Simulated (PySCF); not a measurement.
**C₅H₃F₃O: spin-spin couplings**

What spin-spin couplings should C₅H₃F₃O (`O=C=CCC(F)=C(F)F`) show?

The runs use PySCF 2.14.0, with density-fitted response routines of our own; the level of theory stands in each step. All values are computed, except where a source is named. Atoms are numbered from 0 throughout.

**1. The molecule as given**

12 atoms, charge 0, multiplicity 1; geometry from: GFN2-xTB.

Bonds of the start (Å): O0–C1 1.16, C1–C2 1.29, C2–C3 1.51, C3–C4 1.50, C4–F5 1.35, C4–C6 1.33, C6–F7 1.32, C6–F8 1.33, C2–H9 1.08, C3–H10 1.09, C3–H11 1.09.

**2. Spin-spin couplings: B3LYP/pcJ-1**

The job: settings as JSON, then the geometry in Å.

```
{"job": {"kind": "j", "xc": "B3LYP", "basis": "pcJ-1"}, "charge": 0, "multiplicity": 1}
O      3.218439     0.794163    -0.280519
C      2.300859     0.147495     0.014327
C      1.303014    -0.609748     0.340988
C      0.055390    -0.775872    -0.498322
C     -1.098307    -0.068366     0.145784
F     -1.565924    -0.635974     1.273932
C     -1.649358     1.062237    -0.276311
F     -2.651934     1.709835     0.296194
F     -1.251790     1.687183    -1.379443
H      1.319983    -1.099627     1.300741
H      0.210969    -0.373537    -1.497856
H     -0.190143    -1.838474    -0.568376
```

With the program's defaults for keys left out, this is: B3LYP/pcJ-1 indirect spin-spin coupling, non-relativistic, gas phase.

Predict these results of the whole session: largest coupling of the table (B3LYP/pcJ-1).

As calculated:

```
                                   quantity                     value
largest coupling of the table (B3LYP/pcJ-1)  ¹J(C,F) C6–F7, -377.6 Hz
```

In the run at B3LYP/pcJ-1, the largest coupling of the table is C6–F7, -377.6 Hz, of which the Fermi-contact term gives -348.8 Hz. Couplings across rotatable bonds belong to this one conformer; where others are populated, the observed values are averages. Density functionals describe couplings to fluorine poorly, F–F couplings above all, so those rows are rough.
